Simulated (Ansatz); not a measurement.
Run this with the Ansatz DFT code, driven from Python and show what comes out.

Script `vcrelax_al.py`:
```python
'''Relax cell and ions of Al.'''

import argparse

import ansatz as az
from ase import Atoms
from ase.io import write
from ase.neighborlist import neighbor_list
import numpy as np

parser = argparse.ArgumentParser(description='Relax cell and ions of Al.')
parser.add_argument('--dispersion', default='D3(BJ)', help='dispersion correction')
parser.add_argument('--occupations', required=True, help='how the bands are filled')
parser.add_argument('--sigma', type=float, required=True, help='smearing width (eV)')
parser.add_argument('--fmax', type=float, required=True, help='force threshold (eV/A)')
args = parser.parse_args()

def edges_and_angles(cell):
    cell = np.asarray(cell)
    a, b, c = np.linalg.norm(cell, axis=1)
    cosines = cell[1] @ cell[2] / (b * c), cell[0] @ cell[2] / (a * c), cell[0] @ cell[1] / (a * b)
    return (a, b, c, *np.degrees(np.arccos(cosines)))


def main() -> None:
    vectors = np.array([
        [0.0, 2.024805, 2.024805],
        [2.024805, 0.0, 2.024805],
        [2.024805, 2.024805, 0.0],
    ])
    xtal = az.Lattice.of(vectors).atom('Al', (0.0, 0.0, 0.0))

    # only the volume may change
    base = xtal.calculation()
    base = base.functional(az.Functional.PBE, dispersion=args.dispersion)
    base = base.pseudopotentials('nc')
    base = base.accuracy('medium')
    base = base.kpoints(6).occupations(args.occupations, width=args.sigma)
    base = base.mixing('broyden', preconditioner='local_kerker')
    base = base.relax(force_tolerance=args.fmax, density_extrapolation='none', fix_cell=['shape'])
    base = base.density_of_states(energy_step=0.2, nscf_kmesh_spacing=0.16)
    base = base.band_table()
    steps = []


    def collect(event):
        if event['event'] == 'relax_step':
            steps.append(event['data'])


    out = base.session().plan().execute(on_event=collect)
    data = out.report
    print('step   energy (eV)     max comp. (eV/A)   P (GPa)  SCF')
    for s in steps:
        print(f'{s["step"]:4d} {s["lagrangian_ev"]:15.5f} {s["allowed_force_max_ev_ang"]:12.4f} {s["pressure_gpa"]:10.3f} {s["n_scf"]:5d}')

    first, last = steps[0], steps[-1]
    symbols = [site.symbol for site in out.lattice.sites]
    print(f'energy gained {first["lagrangian_ev"] - last["lagrangian_ev"]:.4f} eV in {len(steps) - 1} steps')
    for label, vectors in (('before', first['cell_ang']), ('after', out.lattice.cell_ang)):
        print(label, 'a b c (A) {:.4f} {:.4f} {:.4f}  angles {:.2f} {:.2f} {:.2f}'.format(*edges_and_angles(vectors)), f' V = {abs(np.linalg.det(vectors)):.3f} A^3')
    print('final stress xx yy zz (GPa, compression positive):', np.round(np.diag(data['stress_gpa']), 3) + 0.0)

    relaxed = Atoms(symbols, positions=[site.position_ang for site in out.lattice.sites], cell=out.lattice.cell_ang, pbc=True)
    write('relaxed.vasp', relaxed, format='vasp')

    print('atom   start x y z (A)              end x y z (A)')
    for symbol, a, b in zip(symbols, first['positions_ang'], last['positions_ang']):
        print(f'{symbol:3s}', ' '.join(f'{v:8.4f}' for v in a), '  ', ' '.join(f'{v:8.4f}' for v in b))

    change = np.array(last['positions_ang']) @ np.linalg.inv(last['cell_ang']) - np.array(first['positions_ang']) @ np.linalg.inv(first['cell_ang'])
    moved = np.linalg.norm(change @ np.array(last['cell_ang']), axis=1)
    print('displacement within the cell, strain taken out (A):', ' '.join(f'{s}:{d:.3f}' for s, d in zip(symbols, moved)))

    final = Atoms(symbols, positions=last['positions_ang'], cell=out.lattice.cell_ang, pbc=True)
    i, j, d = neighbor_list('ijd', final, 4.5)
    print('neighbours within 1.2 times the shortest distance of each atom (A)')
    for atom in range(len(final)):
        near = [m for m in np.argsort(d) if i[m] == atom]
        shell = [m for m in near if d[m] < 1.2 * d[near[0]]]
        print(f'{symbols[atom]}{atom} ({len(shell)}):', ', '.join(f'{symbols[j[m]]} {d[m]:.3f}' for m in shell))

    energy = data['free_energy_ev']
    print('F of the Al cell: {:.6f} eV = {:.6f} Ry = {:.6f} Ha'.format(energy, energy / 13.605693, energy / 27.211386))
    print('Fermi level {:.4f} eV, {} k-points, {} symmetry operations'.format(data['fermi_energy_ev'], data['n_kpoints'], data['n_symmetry_ops']))

    dos = out.density_of_states()
    energy = np.asarray(dos.energies_ev) - dos.fermi_ev
    top = min(levels[-1] for levels in data['eigenvalues_ev']) - dos.fermi_ev  # the computed bands end here
    for spin, channel in enumerate(dos.channels):
        g = np.asarray(channel.g_bin_mean_per_ev)
        peak = np.where(np.abs(energy) < 8, g, 0).argmax()
        print(f'channel {spin}: g(E_F) = {np.interp(0.0, energy, g):.3f} states/eV, highest peak within 8 eV {g[peak]:.2f} at {energy[peak]:.2f} eV')
    grid = np.arange(-10, min(6, top), 0.25)
    columns = [grid] + [np.interp(grid, energy, ch.g_bin_mean_per_ev) for ch in dos.channels]
    np.savetxt('dos_al.dat', np.column_stack(columns), fmt='%.3f', header='E-EF (eV), states/eV by channel')

    terms = data['components']
    print({name: round(terms[name], 3) for name in ('e_kinetic', 'e_hartree', 'e_xc', 'e_local', 'e_nonlocal', 'e_ewald', 'e_paw') if name in terms})


if __name__ == '__main__':
    main()
```

Output of `python vcrelax_al.py --occupations Fermi-Dirac --sigma 0.15 --fmax 0.1`:
```text
DeckWarning: basis.ecutwfc = 544.227725 eV, auto-derived from the records' recommended cutoffs: set by Al (normal level)
step   energy (eV)     max comp. (eV/A)   P (GPa)  SCF
   1      -167.69870       0.0000     -3.520     5
   2      -167.70701       0.0000      0.608     5
   3      -167.70722       0.0000     -0.049     3
   4      -167.70719       0.0000     -0.050     4
   5      -167.70719       0.0000     -0.001     3
   6      -167.70719       0.0000     -0.001     3
energy gained 0.0085 eV in 5 steps
before a b c (A) 2.8635 2.8635 2.8635  angles 60.00 60.00 60.00  V = 16.603 A^3
after a b c (A) 2.8203 2.8203 2.8203  angles 60.00 60.00 60.00  V = 15.862 A^3
final stress xx yy zz (GPa, compression positive): [-0.001 -0.001 -0.001]
atom   start x y z (A)              end x y z (A)
Al    0.0000   0.0000   0.0000      0.0000   0.0000   0.0000
displacement within the cell, strain taken out (A): Al:0.000
neighbours within 1.2 times the shortest distance of each atom (A)
Al0 (12): Al 2.820, Al 2.820, Al 2.820, Al 2.820, Al 2.820, Al 2.820, Al 2.820, Al 2.820, Al 2.820, Al 2.820, Al 2.820, Al 2.820
F of the Al cell: -167.707188 eV = -12.326251 Ry = -6.163126 Ha
Fermi level 8.6262 eV, 16 k-points, 48 symmetry operations
channel 0: g(E_F) = 0.341 states/eV, highest peak within 8 eV 0.59 at 5.90 eV
{'e_kinetic': 23.915, 'e_hartree': 0.102, 'e_xc': -134.399, 'e_local': 5.796, 'e_nonlocal': 11.736, 'e_ewald': -74.488, 'e_paw': 0.0}
```
(Warnings from the package without file and line.)

`dos_al.dat`, as written:
```text
# E-EF (eV), states/eV by channel
-10.000 0.131
-9.750 0.143
-9.500 0.153
-9.250 0.164
-9.000 0.175
-8.750 0.183
-8.500 0.192
-8.250 0.202
-8.000 0.210
-7.750 0.218
-7.500 0.226
-7.250 0.234
-7.000 0.241
-6.750 0.249
-6.500 0.256
-6.250 0.264
-6.000 0.271
-5.750 0.278
-5.500 0.287
-5.250 0.305
-5.000 0.328
-4.750 0.316
-4.500 0.315
-4.250 0.298
-4.000 0.295
-3.750 0.342
-3.500 0.342
-3.250 0.366
-3.000 0.381
-2.750 0.369
-2.500 0.362
-2.250 0.361
-2.000 0.316
-1.750 0.330
-1.500 0.325
-1.250 0.363
-1.000 0.408
-0.750 0.434
-0.500 0.389
-0.250 0.338
0.000 0.341
0.250 0.389
0.500 0.424
0.750 0.428
1.000 0.428
1.250 0.418
1.500 0.406
1.750 0.406
2.000 0.421
2.250 0.443
2.500 0.446
2.750 0.445
3.000 0.453
3.250 0.460
3.500 0.460
3.750 0.467
4.000 0.475
4.250 0.485
4.500 0.487
4.750 0.493
5.000 0.513
5.250 0.533
5.500 0.552
5.750 0.579
```

File `relaxed.vasp` afterwards:
```text
Al
 1.0000000000000000
    -0.0000000000000000    1.9942282539820706    1.9942282539820706
     1.9942282539820706    0.0000000000000000    1.9942282539820706
     1.9942282539820706    1.9942282539820706   -0.0000000000000000
 Al
   1
Cartesian
  0.0000000000000000  0.0000000000000000  0.0000000000000000
```

These settings explore the input space; cutoff and mesh may be short of convergence. The energy terms are those on the plane-wave grid, with the one-centre PAW part apart; the terms shown are only some of the summands, so they needn't add up to F. Dispersion corrections can be off by several per cent in the lattices of metals, and by several GPa in the pressure at a fixed cell. The mesh is modest for a metal, so energies can be off by several to tens of meV an atom and pressures by half a GPa or more; differences at equal mesh fare better. The zero of the levels is a convention of the potentials, so an absolute Fermi energy is no work function. Energies along a relaxation are free energies. Rows at an unchanged volume are solved on a plane-wave basis chosen afresh for that cell, so the energy can jump there; the script counts such rows among its steps. The smearing is wide enough that free energy and stress hold a thermal part of the electrons. Edges and angles are those of the cell as typed, here a primitive one, not of the conventional cell. The density of states is complete only as far up as bands were computed. Timing: 3 s on 1 thread of Arm Neoverse V1, with other jobs on the host, peak memory 0.33 GiB.
